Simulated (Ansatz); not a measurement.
# ZrSc: the cost of one run

Computed with Ansatz 0.2.0 (DFT PBEsol, scalar-relativistic, plane waves, PAW, unless a step's input says otherwise).

2 further runs of the same task are left out: 2 that didn't finish.

## (1) Starting point

It takes space group P-6m2 (No. 187, hexagonal). Conventional cell: a = 3.283 Å, b = 3.283 Å, c = 5.155 Å, α = 90.00°, β = 90.00°, γ = 120.00°. Around Zr (site symmetry -6m2) lie 6 Sc at 3.20 Å and 6 Zr at 3.28 Å. Around Sc (site symmetry -6m2) lie 6 Zr at 3.20 Å and 6 Sc at 3.28 Å.

Coordinates:

```cif
data_structure
_symmetry_space_group_name_H-M 'P-6m2'
_symmetry_Int_Tables_number 187
_cell_length_a 3.2828
_cell_length_b 3.2828
_cell_length_c 5.1550
_cell_angle_alpha 90.000
_cell_angle_beta 90.000
_cell_angle_gamma 120.000
_cell_volume 48.11
loop_
_atom_site_label
_atom_site_type_symbol
_atom_site_symmetry_multiplicity
_atom_site_Wyckoff_symbol
_atom_site_fract_x
_atom_site_fract_y
_atom_site_fract_z
_atom_site_occupancy
Zr1 Zr 1 e 0.66667 0.33333 0.00000 1
Sc1 Sc 1 b 0.00000 0.00000 0.50000 1
```

The structure comes from the Materials Project (structure only).

## (2) A change within the space group

The change: strain xx, yy, zz, yz, xz, xy = +3.4, +3.4, +1.9, +0.0, +0.0, +0.0 %.

Contents of input.yaml:

```yaml
crystal:
  lattice:
    - [3.3934119151, 0.0, 0.0]
    - [-1.6967059575, 2.9387809239, 0.0]
    - [0.0, 0.0, 5.2513008601]
  atoms:
    - { symbol: Zr, position: [0.66666667, 0.33333333, 0.0] }
    - { symbol: Sc, position: [0.0, 0.0, 0.5] }
basis:
  ecutwfc: 420
kpoints:
  mp_grid: { grid: [15, 15, 8] }
hamiltonian:
  xc: pbesol
scf:
  occupations: { method: gaussian, width: 0.1 }
output:
  forces: true
  stress: true
  eigenvalues: true
```

Started as:

```console
$ ansatz run input.yaml --threads 1 --pin off --max-ram 1331MiB --backend cpu --events-out ev --progress --plain --runs-dir out
```

Q: Estimate wall time and peak memory on 1 thread of an x86-64 CPU, shared host.

About 17 s, with a peak of 0.45 GiB.
